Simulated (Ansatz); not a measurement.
Born–Oppenheimer molecular dynamics of a periodic cell of 17 atoms, In16B (host In, host structure I4/mmm, interstitial B). It goes on from the last frame of an earlier run, with new velocities.

The calculation used DFT PBEsol, scalar-relativistic, plane waves, PAW (Ansatz 0.2.0). Settings: accuracy low, cutoff 420 eV, k mesh 2x2x1, fermi-dirac smearing 0.15 eV, no spin polarisation.

```yaml
ensemble: NVT, Langevin thermostat
time_step: 1.5 fs
steps_asked: 300
set_temperature: 1680 K
friction: 0.005 /fs
seed: 834699
```

First frame:

```xyz
17
Lattice="6.4300 0.0000 0.0000 0.0000 6.4300 0.0000 0.0000 0.0000 9.8640" Properties=species:S:1:pos:R:3
In -0.024 0.168 0.031
In 3.480 0.108 0.028
In -0.462 3.451 0.136
In -0.397 0.153 4.978
In 1.670 1.701 1.530
In 3.285 3.358 -0.181
In 3.184 0.273 4.848
In 4.636 1.000 2.415
In 0.441 3.285 4.779
In 1.762 5.042 2.352
In 1.628 1.389 7.557
In 3.334 3.181 5.583
In 4.774 4.546 2.837
In 5.182 1.208 7.699
In 1.385 4.802 7.376
In 4.729 4.937 7.270
B 1.475 4.690 0.047
```

Question: What does the run give?

Answer: The run went to its last step.

```json
{
  "steps done": "300",
  "time covered": "450 fs",
  "mean temperature over the second half": "1844 K",
  "spread of the potential energy over the second half": "31.6 meV per atom",
  "mean potential energy of the second half above the start": "80.0 meV per atom"
}
```

A run of 0.45 ps of so small a system gives no equilibrium averages. Limits of this set-up: coarse k mesh, odd electron count without spin, low accuracy level.

Question: What happens to the structure?

Answer: Mean squared displacements from the first frame to the last, about the centre of mass: In 1.52 Å², B 2.11 Å². The details hang on the random start.

Question: How do temperature and energy run in time?

Answer: 
```json
{"time (fs)": "0.0", "T (K)": "1581", "potential energy less start (eV)": "0.000"}
{"time (fs)": "22.5", "T (K)": "1440", "potential energy less start (eV)": "0.229"}
{"time (fs)": "45.0", "T (K)": "1336", "potential energy less start (eV)": "0.406"}
{"time (fs)": "67.5", "T (K)": "1375", "potential energy less start (eV)": "0.442"}
{"time (fs)": "90.0", "T (K)": "1572", "potential energy less start (eV)": "0.537"}
{"time (fs)": "112.5", "T (K)": "1583", "potential energy less start (eV)": "0.317"}
{"time (fs)": "135.0", "T (K)": "1236", "potential energy less start (eV)": "0.858"}
{"time (fs)": "157.5", "T (K)": "1598", "potential energy less start (eV)": "0.828"}
{"time (fs)": "180.0", "T (K)": "1718", "potential energy less start (eV)": "0.723"}
{"time (fs)": "202.5", "T (K)": "1612", "potential energy less start (eV)": "0.796"}
{"time (fs)": "225.0", "T (K)": "1694", "potential energy less start (eV)": "0.715"}
{"time (fs)": "247.5", "T (K)": "1511", "potential energy less start (eV)": "0.935"}
{"time (fs)": "270.0", "T (K)": "1863", "potential energy less start (eV)": "1.140"}
{"time (fs)": "292.5", "T (K)": "1742", "potential energy less start (eV)": "2.110"}
{"time (fs)": "315.0", "T (K)": "1938", "potential energy less start (eV)": "2.243"}
{"time (fs)": "337.5", "T (K)": "1839", "potential energy less start (eV)": "2.171"}
{"time (fs)": "360.0", "T (K)": "2210", "potential energy less start (eV)": "1.031"}
{"time (fs)": "382.5", "T (K)": "1817", "potential energy less start (eV)": "1.182"}
{"time (fs)": "405.0", "T (K)": "2076", "potential energy less start (eV)": "1.155"}
{"time (fs)": "427.5", "T (K)": "1760", "potential energy less start (eV)": "0.909"}
{"time (fs)": "450.0", "T (K)": "1548", "potential energy less start (eV)": "1.111"}
```

Time of the run: 23 min on 2 threads of Arm Neoverse V2, with other jobs on the host, peak memory 1.1 GiB.
